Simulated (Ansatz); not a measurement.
A first try at a relaxation of cell and ions of Se, space group Fd-3m, using Ansatz 0.2.0 through its Python package.

Script `vcrelax.py`:
```python
# -*- coding: utf-8 -*-
"""Cell relaxation of Se."""

import logging
import sys
import warnings

import ansatz
from ase.data import atomic_numbers
import matplotlib.pyplot as plt
import numpy as np
import spglib

logging.basicConfig(stream=sys.stdout, format="%(name)s: %(message)s")
log = logging.getLogger("calc")
log.setLevel(logging.INFO)

def edges_and_angles(cell):
    cell = np.asarray(cell)
    a, b, c = np.linalg.norm(cell, axis=1)
    cosines = cell[1] @ cell[2] / (b * c), cell[0] @ cell[2] / (a * c), cell[0] @ cell[1] / (a * b)
    return (a, b, c, *np.degrees(np.arccos(cosines)))

warnings.simplefilter("ignore", ansatz.DeckWarning)

lattice = ansatz.Lattice.of(
    (0.0, 3.125567, 3.125567),
    (3.125567, 0.0, 3.125567),
    (3.125567, 3.125567, 0.0),
)
sites = [
    ("Se", (0.5, 0.5, 0.5)),
    ("Se", (0.75, 0.75, 0.75)),
]
crystal = ansatz.Crystal(lattice=lattice)
for symbol, position in sites:
    crystal = crystal.atom(symbol, position)

# every cell quantity that the symmetry leaves free
calc = (
    crystal.calculation()
    .kpoints(4, 4, 4)
    .functional("pbesol", dispersion="D3(BJ)")
    .occupations(ansatz.OccupationsMethod.FIXED)
    .pseudopotentials("paw")
    .relax(max_steps=100, cell=True)
)
steps = []


def collect(event):
    if event["event"] == "relax_step":
        steps.append(event["data"])


done = calc.session().plan().execute(on_event=collect)
rep = done.report
for s in steps:
    flag = "" if s["accepted"] else "  (rejected)"
    log.info("step %2d  E = %.5f eV  largest force component = %.4f eV/A%s" % (s["step"], s["lagrangian_ev"], s["allowed_force_max_ev_ang"], flag))

first, last = steps[0], steps[-1]
symbols = [site.symbol for site in done.lattice.sites]
log.info(f"energy gained {first['lagrangian_ev'] - last['lagrangian_ev']:.4f} eV in {len(steps) - 1} steps")
for label, vectors in (("before", first["cell_ang"]), ("after", done.lattice.cell_ang)):
    print(label, "a b c (A) {:.4f} {:.4f} {:.4f}  angles {:.2f} {:.2f} {:.2f}".format(*edges_and_angles(vectors)), f" V = {abs(np.linalg.det(vectors)):.3f} A^3")
print("final stress xx yy zz (GPa, compression positive):", np.round(np.diag(rep["stress_gpa"]), 3) + 0.0)

fractions = [site.position_frac for site in done.lattice.sites]
numbers = [atomic_numbers[s] for s in symbols]
for tolerance in (1e-3, 1e-2, 1e-1):
    print(f"space group at {tolerance} A:", spglib.get_spacegroup((done.lattice.cell_ang, fractions, numbers), symprec=tolerance))

change = np.array(last["positions_ang"]) @ np.linalg.inv(last["cell_ang"]) - np.array(first["positions_ang"]) @ np.linalg.inv(first["cell_ang"])
moved = np.linalg.norm(change @ np.array(last["cell_ang"]), axis=1)
print("displacement within the cell, strain taken out (A):", " ".join(f"{s}:{d:.3f}" for s, d in zip(symbols, moved)))

fig, (top, bottom) = plt.subplots(2, 1, sharex=True, figsize=(4.5, 4))
top.plot([s["lagrangian_ev"] - last["lagrangian_ev"] for s in steps], "o-")
top.set_ylabel("E - E(final) (eV)")
bottom.semilogy([max(s["allowed_force_max_ev_ang"], 1e-6) for s in steps], "s-")
bottom.set(xlabel="step", ylabel="largest force (eV/A)")
fig.tight_layout()
fig.savefig("relax.png", dpi=100)

log.info("atom   start x y z (A)              end x y z (A)")
for symbol, a, b in zip(symbols, first["positions_ang"], last["positions_ang"]):
    print(f"{symbol:3s}", " ".join(f"{v:8.4f}" for v in a), "  ", " ".join(f"{v:8.4f}" for v in b))

log.info(f"free energy      {rep['free_energy_ev']:.5f} eV")
log.info(f"per atom         {rep['free_energy_ev'] / len(done.lattice.sites):.5f} eV")
log.info(f"SCF iterations   {rep['n_iterations']}  (converged: {rep['converged']})")
```

```console
$ python vcrelax.py
RunWarning: iter 1: σ=0 fill of 16 bands saw a band overlap (occupied 6.3252 eV > unoccupied 5.2251 eV) — on an unconverged iterate often a transient of an unconverged empty band; one that stands at [...]
RunWarning: this SCF's forces and stress, whichever it reports, may be less accurate than they should be. Ahead of them the orbitals were solved, by the loop's own last solve, its closing phase or [...]
RunWarning: a fill by count may have filled part of one level: at k-index 2 the highest filled band, 6.461623 eV, and the lowest empty band, 6.461623 eV, stand 1.776e-15 eV apart, within the solve's [...]
RunWarning: the bands overlap at the fill by count (16 filled at each k-point of a channel): the highest filled level, 6.461623 eV at k-index 2, stands 1.1151 eV over the lowest empty one, 5.346528 [...]
calc: step  1  E = -10847.62276 eV  largest force component = 0.0000 eV/A
calc: step  2  E = -10847.62406 eV  largest force component = 0.0000 eV/A
calc: step  3  E = -10847.62436 eV  largest force component = 0.0000 eV/A
calc: step  4  E = -10847.62428 eV  largest force component = 0.0000 eV/A
calc: energy gained 0.0015 eV in 3 steps
before a b c (A) 4.4202 4.4202 4.4202  angles 60.00 60.00 60.00  V = 61.068 A^3
after a b c (A) 4.4009 4.4009 4.4009  angles 60.00 60.00 60.00  V = 60.273 A^3
final stress xx yy zz (GPa, compression positive): [-0.006 -0.006 -0.006]
space group at 0.001 A: Fd-3m (227)
space group at 0.01 A: Fd-3m (227)
space group at 0.1 A: Fd-3m (227)
displacement within the cell, strain taken out (A): Se:0.000 Se:0.000
calc: atom   start x y z (A)              end x y z (A)
Se    3.1256   3.1256   3.1256      3.1119   3.1119   3.1119
Se    4.6884   4.6884   4.6884      4.6679   4.6679   4.6679
calc: free energy      -10847.62428 eV
calc: per atom         -5423.81214 eV
calc: SCF iterations   4  (converged: True)
```
(Warnings from the package without file and line, shortened, repeats left out.)

The script ran to its end, but the result can't be trusted. Why?

The fault: fixed occupations, though the bands overlap at this level of theory. The correction:

```diff
--- before
+++ after
@@ -43,3 +43,3 @@
     .functional("pbesol", dispersion="D3(BJ)")
-    .occupations(ansatz.OccupationsMethod.FIXED)
+    .occupations("fermi_dirac", width=0.1)
     .pseudopotentials("paw")
```

With that change:

```console
$ python vcrelax.py
calc: step  1  E = -10847.79717 eV  largest force component = 0.0000 eV/A
calc: step  2  E = -10847.80558 eV  largest force component = 0.0000 eV/A
calc: step  3  E = -10847.80697 eV  largest force component = 0.0000 eV/A
calc: step  4  E = -10847.80682 eV  largest force component = 0.0000 eV/A
calc: energy gained 0.0096 eV in 3 steps
before a b c (A) 4.4202 4.4202 4.4202  angles 60.00 60.00 60.00  V = 61.068 A^3
after a b c (A) 4.3715 4.3715 4.3715  angles 60.00 60.00 60.00  V = 59.073 A^3
final stress xx yy zz (GPa, compression positive): [-0.034 -0.034 -0.034]
space group at 0.001 A: Fd-3m (227)
space group at 0.01 A: Fd-3m (227)
space group at 0.1 A: Fd-3m (227)
displacement within the cell, strain taken out (A): Se:0.000 Se:0.000
calc: atom   start x y z (A)              end x y z (A)
Se    3.1256   3.1256   3.1256      3.0912   3.0912   3.0912
Se    4.6884   4.6884   4.6884      4.6367   4.6367   4.6367
calc: free energy      -10847.80682 eV
calc: per atom         -5423.90341 eV
calc: SCF iterations   5  (converged: True)
```

Reading the output:
- Total energies depend on the potentials; only differences at equal settings carry meaning.
- Forces vanish by symmetry, so the ions can't move, and the end may be a saddle.
- Dispersion corrections can be off by several per cent in the lattices of metals, and by several GPa in the pressure at a fixed cell.
- The mesh is modest for a metal, so energies can be off by several to tens of meV an atom and pressures by half a GPa or more; differences at equal mesh fare better.
- Energies along a relaxation are free energies. Rows at an unchanged volume are solved on a plane-wave basis chosen afresh for that cell, so the energy jumps there and such rows are no steps of the walk.
- Edges and angles are those of the cell as typed, here a primitive one, not of the conventional cell.
- This isn't the structure that Se takes at ambient conditions.
- Hardware and time: 3.3 s on 1 thread of Arm Neoverse V2, on a shared host, peak memory 0.4 GiB.

(A comment or docstring line of the script was reworded after the run, the code is as it ran; lines on the test bed's own set-up are left out of the output.)
